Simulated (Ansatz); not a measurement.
**CH6BNOS: one species, many methods**

The task here is to estimate one member of a computed series from the others.

Method: functionals in def2-TZVPP, the program's frozen cores in correlated methods; program: Ansatz 0.2.0, Gaussian basis.

Levels to be run: PBE-D4, r2SCAN-D4, PBE0-D4, B3LYP-D4, ωB97X-V, ωB97M-V, B2PLYP; CCSD(T)/def2-TZVPP; MP2/def2-QZVPP; extrapolation to the limit.

## The geometry

The geometry comes from an earlier relaxation with PBE0-D4 in a triple-zeta def2 set; it is a stationary point, not always the lowest conformer.

11 atoms, charge 0, spin multiplicity 1.

Atoms are counted from 1 here; the program's logs count them from 0.

Bond lengths: B1–C2 1.586 Å, B1–S5 1.908 Å, B1–H6 1.214 Å, B1–H7 1.216 Å, C2–N3 1.301 Å, C2–O4 1.315 Å, N3–H8 1.019 Å, N3–H9 1.008 Å, O4–H10 0.967 Å, S5–H11 1.342 Å. Angles: C2–B1–S5 111.1°, C2–B1–H6 107.1°, C2–B1–H7 104.5°, S5–B1–H6 114.6°, S5–B1–H7 109.1°, H6–B1–H7 109.9°, B1–C2–N3 123.4°, B1–C2–O4 121.6°, N3–C2–O4 115.0°, C2–N3–H8 114.6°, C2–N3–H9 123.0°, H8–N3–H9 122.3°, C2–O4–H10 107.3°, B1–S5–H11 98.3°.

Coordinates:

```xyz
11

B    -0.5973    0.7766   -0.3475
C     0.6269    0.0118    0.3092
N     0.5491   -1.2019    0.7708
O     1.8026    0.5853    0.4484
S    -2.1253   -0.3581   -0.4753
H    -0.2111    1.2267   -1.4072
H    -0.8387    1.6847    0.4251
H    -0.3652   -1.6383    0.6655
H     1.3217   -1.6706    1.2178
H     1.7387    1.4696    0.0624
H    -1.8361   -0.9429   -1.6485
```

The first run:

Contents of in.yaml:

```yaml
crystal:
  periodic: [false, false, false]
  atoms:
    - {symbol: B, position_ang: [-0.597261, 0.776639, -0.347457]}
    - {symbol: C, position_ang: [0.626881, 0.011824, 0.309195]}
    - {symbol: N, position_ang: [0.549086, -1.201861, 0.770808]}
    - {symbol: O, position_ang: [1.802583, 0.585263, 0.448425]}
    - {symbol: S, position_ang: [-2.125345, -0.358070, -0.475345]}
    - {symbol: H, position_ang: [-0.211083, 1.226698, -1.407170]}
    - {symbol: H, position_ang: [-0.838695, 1.684686, 0.425146]}
    - {symbol: H, position_ang: [-0.365202, -1.638306, 0.665503]}
    - {symbol: H, position_ang: [1.321658, -1.670551, 1.217765]}
    - {symbol: H, position_ang: [1.738658, 1.469553, 0.062380]}
    - {symbol: H, position_ang: [-1.836079, -0.942873, -1.648548]}
basis:
  gaussian: {orbitals: def2-TZVPP}
hamiltonian: {xc: pbe, dispersion: d4}
output: {forces: true, orbitals: {seedname: orbitals}}
```

Run with:

```sh
$ ansatz run in.yaml --threads 4 --pin off --events-out ev --progress --plain --max-ram 10444MiB
```

Steps of the session up to this table: PBE-D4 (GGA); r2SCAN-D4 (meta-GGA); PBE0-D4 (hybrid); B3LYP-D4 (hybrid); ωB97X-V (range-separated); ωB97M-V (range-separated); B2PLYP (double hybrid); CCSD(T) in def2-TZVPP; MP2 in def2-QZVPP.

One table of the session follows, with a row left open; its other results are not shown here.

```
            method  atomisation energy (kJ/mol)
            PBE-D4                       4126.4
         r2SCAN-D4                       4023.5
           PBE0-D4                       4026.6
          B3LYP-D4                            ?
           ωB97X-V                       4016.5
           ωB97M-V                       4030.7
            B2PLYP                       3953.5
     HF/def2-TZVPP                       2783.6
    MP2/def2-TZVPP                       3942.0
   CCSD/def2-TZVPP                       3798.6
CCSD(T)/def2-TZVPP                       3869.8
           MP2/CBS                       4055.9
       CCSD(T)/CBS                       3983.7
```

Estimate the missing values for B3LYP-D4.

The run gave: atomisation energy (kJ/mol): 4010.3. In the column «atomisation energy (kJ/mol)» it lies between CCSD(T)/CBS (3983.7) and ωB97X-V (4016.5).

To keep in mind: Free atoms (1 B, 1 C, 1 N, 1 O, 1 S, 6 H) were run apart at each level; the atomisation energy is their sum less the molecule, without zero-point or spin-orbit terms.
